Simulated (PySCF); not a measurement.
# H7NO3SiSn ((OH)3Sn-NH-SiH3): the cost of one run

Computed with PySCF 2.14.0, with density-fitted response routines of our own, on a single molecule in the gas phase. Atoms count from 0, in the outputs and in this text.

### 1 Starting geometry

13 atoms, charge 0, multiplicity 1; geometry from: GFN2-xTB. The atoms were then displaced at random by about 0.03 Å, so the start is not that level's minimum.

Bonds of the start (Å): Sn0–O1 1.82, Sn0–O2 1.93, Sn0–O3 1.95, Sn0–N4 2.01, O1–H6 0.97, O2–H7 1.03, O3–H8 0.96, N4–Si5 1.75, N4–H9 0.96, Si5–H10 1.48, Si5–H11 1.47, Si5–H12 1.41.

### 2 Optimising the geometry at PBE0-D3(BJ)/def2-SVP

What the job is given:

```
{"job": {"xc": "PBE0", "basis": "def2-SVP", "d3": "d3bj", "grid": 1, "maxiter": 40, "shake": 0.03, "kind": "geom"}, "charge": 0, "multiplicity": 1}
Sn     0.707720     0.290610    -0.670790
O      2.007370    -0.856390    -0.113950
O      1.066550     2.076880    -0.027080
O      0.851830     0.494710    -2.601790
N     -1.161790    -0.224150    -0.132600
Si    -1.557690    -0.719480     1.501490
H      2.487740    -1.310990    -0.824000
H      1.668460     2.076440     0.803390
H      0.687040     1.398060    -2.871980
H     -1.612810    -0.748430    -0.798290
H     -3.003930    -1.026920     1.445580
H     -1.214270     0.394510     2.403230
H     -0.895590    -1.896970     1.908990
```

Command:

```sh
OMP_NUM_THREADS=1 python probes_run.py task.json out
```

One launch serves the whole session: the jobs run in the order shown.

Q: Estimate the wall time and peak memory of this first job on 1 thread of Intel Xeon at 2.50GHz, shared host.

About 14 min, with a peak of 0.52 GiB.
